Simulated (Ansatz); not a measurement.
Geometry optimisation, Ansatz, DFT PBE, scalar-relativistic, plane waves, PAW.

Input:

```yaml
crystal:
  lattice:
    - [6.4276, 0.0, 0.0]
    - [0.0, 6.4276, 0.0]
    - [0.0, 0.0, 18.535618]
  atoms:
    - { symbol: Si, position: [0.0, 0.0, 0.1953357] }
    - { symbol: Si, position: [0.25, 0.25, 0.123777] }
    - { symbol: W, position: [0.0, 0.0, 0.0539502] }
    - { symbol: Si, position: [0.25, 0.25, 0.406548] }
    - { symbol: Si, position: [0.0, 0.0, 0.3349892] }
    - { symbol: W, position: [0.25, 0.25, 0.2651625] }
    - { symbol: Si, position: [0.0, 0.5, 0.1953357] }
    - { symbol: Si, position: [0.25, 0.75, 0.123777] }
    - { symbol: W, position: [0.0, 0.5, 0.0539502] }
    - { symbol: Si, position: [0.25, 0.75, 0.406548] }
    - { symbol: Si, position: [0.0, 0.5, 0.3349892] }
    - { symbol: W, position: [0.25, 0.75, 0.2651625] }
    - { symbol: Si, position: [0.5, 0.0, 0.1953357] }
    - { symbol: Si, position: [0.75, 0.25, 0.123777] }
    - { symbol: W, position: [0.5, 0.0, 0.0539502] }
    - { symbol: Si, position: [0.75, 0.25, 0.406548] }
    - { symbol: Si, position: [0.5, 0.0, 0.3349892] }
    - { symbol: W, position: [0.75, 0.25, 0.2651625] }
    - { symbol: Si, position: [0.5, 0.5, 0.1953357] }
    - { symbol: Si, position: [0.75, 0.75, 0.123777] }
    - { symbol: W, position: [0.5, 0.5, 0.0539502] }
    - { symbol: Si, position: [0.75, 0.75, 0.406548] }
    - { symbol: Si, position: [0.5, 0.5, 0.3349892] }
    - { symbol: W, position: [0.75, 0.75, 0.2651625] }
    - { symbol: "N", position: [0.2397886, 0.0001676, 0.4578006] }
basis:
  ecutwfc: 420.0
kpoints:
  mp_grid: { grid: [3, 3, 1] }
hamiltonian:
  xc: pbe
  pseudopotentials: { kind: paw, azcp: { folder: soft_1 } }
scf:
  occupations: { method: fermi_dirac, width: 0.15 }
  lower_state_search: "off"
relax:
  f_tol: 0.03
  max_steps: 60
  adjacent_minimum: "off"
  constraints: [{ sites: [1, 2, 7, 8, 13, 14, 19, 20] }]
output:
  write_density: true
  write_potential: true
  elf: true
  volumetric_format: npy
```

Run as:

```bash
$ ansatz run input.yaml --threads 4 --pin off --max-ram 10240MiB --backend cpu --events-out ev --progress --plain --runs-dir out
```

Where does it end, and by what steps?

It converged. Limits of this set-up: coarse k mesh, thin slab, slab without dipole correction, odd electron count without spin, a typed lattice constant that wasn't relaxed here. After 13 steps the energy has fallen by 1.878 eV; N25 moved furthest, 1.03 Å. Joined: Si4–Si16 (3.21 → 2.58 Å), Si5–N25 (2.75 → 1.84 Å), Si10–Si22 (3.21 → 2.58 Å), Si16–Si22 (3.21 → 2.63 Å).

| step | energy less start (eV) | largest force component (eV/Å) | accepted |
| --- | --- | --- | --- |
| 0 | 0.0000 | 1.955 | yes |
| 1 | -0.5485 | 1.476 | yes |
| 2 | -0.7832 | 0.306 | yes |
| 3 | -0.9079 | 0.411 | yes |
| 4 | -1.1201 | 0.933 | yes |
| 5 | -1.4588 | 0.783 | yes |
| 6 | -1.5789 | 1.694 | yes |
| 7 | -1.7804 | 0.759 | yes |
| 8 | -1.8500 | 0.286 | yes |
| 9 | -1.8665 | 0.226 | yes |
| 10 | -1.8454 | 0.242 | no |
| 11 | -1.8771 | 0.042 | yes |
| 12 | -1.8774 | 0.036 | yes |
| 13 | -1.8775 | 0.012 | yes |

```xyz
25
Lattice="6.4276 0.0000 0.0000 0.0000 6.4276 0.0000 0.0000 0.0000 18.5356" Properties=species:S:1:pos:R:3
Si -0.017 0.000 3.541
Si 1.607 1.607 2.294
W 0.000 0.000 1.000
Si 1.712 1.454 7.532
Si 0.010 0.000 6.207
W 1.591 1.622 4.883
Si -0.006 3.214 3.577
Si 1.607 4.821 2.294
W 0.000 3.214 1.000
Si 1.712 4.973 7.532
Si 0.083 3.214 6.416
W 1.591 4.806 4.883
Si 3.219 0.000 3.563
Si 4.821 1.607 2.294
W 3.214 0.000 1.000
Si 4.241 1.899 7.757
Si 3.231 0.000 6.163
W 4.827 1.614 4.969
Si 3.228 3.214 3.515
Si 4.821 4.821 2.294
W 3.214 3.214 1.000
Si 4.241 4.529 7.757
Si 3.195 3.214 6.043
W 4.827 4.813 4.969
N 0.687 0.000 7.916
```

Whether the end is a true minimum wasn't checked by a vibrational analysis.

The run took 3.3 min on 4 threads of Arm Neoverse V2, on a shared host, peak memory 2.2 GiB.
